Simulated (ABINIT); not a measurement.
A run of ABINIT 10.8.3 (patched build):

File run.abi:

```
# Datasets
ndtset 3

# Pseudopotentials
pp_dirpath "./"
pseudos "S.upf, W.upf"

# Structure
acell 3*1.0
rprim
     6.0093290763     0.0000000000     0.0000000000
    -3.0046645382     5.2042316397     0.0000000000
     0.0000000000     0.0000000000    23.6215765578
ntypat 2
znucl 16 74
natom 6
typat 1 1 1 1 2 2
xred
            1/3            2/3            5/8
            2/3            1/3            1/8
            1/3            2/3            7/8
            2/3            1/3            3/8
            1/3            2/3            1/4
            2/3            1/3            3/4

# Plane-wave basis
ecut 952.398519 eV

# k points
ngkpt 8 8 4
nshiftk 1
shiftk 0.0 0.0 0.5

# Exchange and correlation
ixc 7

# Bands and occupations
nband 26
occopt 1

# SCF cycle
nstep 80
diemac 6.0

# Output
prteig 0
prtebands 0
prtwf 0
prtden 0
prtpot 0

# Dataset 1: ground state
kptopt1 1
tolvrs1 1.0e-15
prtwf1 1

# Dataset 2: derivatives of the wave functions by k
iscf2 -3
rfelfd2 2
rfdir2 1 1 1
getwfk2 1
kptopt2 2
nqpt2 1
qpt2 0.0 0.0 0.0
tolwfr2 1.0e-18
prtwf2 1

# Dataset 3: response at q = 0 to electric field
rfelfd3 3
rfdir3 1 1 1
getwfk3 1
getddk3 2
kptopt3 2
nqpt3 1
qpt3 0.0 0.0 0.0
tolvrs3 1.0e-9
```

mrgddb.in

```
merged_DDB
WS2
2
runo_DS1_DDB
runo_DS3_DDB
```

Contents of anaddb.abi:

```
ddb_filepath "merged_DDB"
output_file "anaddb.abo"
outdata_prefix "ana"
asr 1
chneut 1
dipdip 1
dieflag 2
enunit 0
```

Potentials or basis: PseudoDojo NC SR LDA v0.4.1 standard.

Run with:

```sh
$ abinit run.abi > log 2>&1
$ mrgddb < mrgddb.in > mrgddb.log 2>&1
$ anaddb anaddb.abi > anaddb.log 2>&1
```

Hardware: 1 thread of Intel(R) Xeon(R) 6975P-C (Granite Rapids) (shared host).

How long does it take, and how much memory?

Run time: 2 h on 1 thread of Intel(R) Xeon(R) 6975P-C (Granite Rapids) (shared host), peak memory 1.2 GiB. Counts: scf iterations 134, mpi ranks 1, k points 20, bands 26, plane waves 7334.
